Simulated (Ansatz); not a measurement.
Crystal: NiMoIrPdW.

```
CELL_PARAMETERS angstrom
-1.37004 1.37004 9.71647
1.37004 -1.37004 9.71647
1.37004 1.37004 -9.71647
ATOMIC_POSITIONS crystal
Ni 0.19862 0.19862 0.00000
Mo 0.60922 0.60922 0.00000
Pd 0.79310 0.79310 0.00000
Ir 0.39944 0.39944 0.00000
W 0.99565 0.99565 0.00000
```

The cell was built by a generator and needn't be a form met in nature.

* Program: Ansatz 0.2.0
* Task: relaxation of cell and atoms
* Functional: PBEsol
* Dispersion: D3(BJ)
* Potentials or basis: Ansatz PAW
* Cutoff: 420 eV (not typed: the program's choice for these potentials)
* k mesh: 10 × 10 × 10
* Occupations: fermi-dirac, width 0.05 eV
* Spin: collinear spin, ferromagnetic start
* Starting moments: [1.0, 1.0, 0.0, 0.6, 0.0] μB

At the start: volume 14.59 Å³/atom.

Where does the relaxation end?

It ends after 6 steps and the volume is 13.68 Å³/atom (-6.3 %); space group I4mm (No. 107, to 0.05 Å); moment 0.00 μB per cell.

Step by step:
| step | energy change (eV) | largest force (eV/Å) | volume (Å³) |
| --- | --- | --- | --- |
| 1 | 0.0000 | 0.1461 | 72.95 |
| 2 | -0.2350 | 0.1145 | 69.19 |
| 3 | -0.2442 | 0.0410 | 68.28 |
| 4 | -0.2445 | 0.0144 | 68.38 |
| 5 | -0.2445 | 0.0006 | 68.39 |
| 6 | -0.2428 | 0.0007 | 68.39 |

Final structure:
```
CELL_PARAMETERS angstrom
-1.33995 1.33995 9.52206
1.33995 -1.33995 9.52206
1.33995 1.33995 -9.52206
ATOMIC_POSITIONS crystal
Ni 0.19942 0.19942 0.00000
Mo 0.61031 0.61031 0.00000
Pd 0.79252 0.79252 0.00000
Ir 0.39768 0.39768 0.00000
W 0.99609 0.99609 0.00000
```

Caveat: the plane-wave basis is chosen anew once the cell has moved, so the energies of steps on either side of that aren't comparable; pairwise dispersion overbinds metals, which lowers pressure and volume; the PAW data sets come from PBE, with cores solved anew for the run's functional, which leaves a small shift of forces and pressure; the starting moments weren't kept.
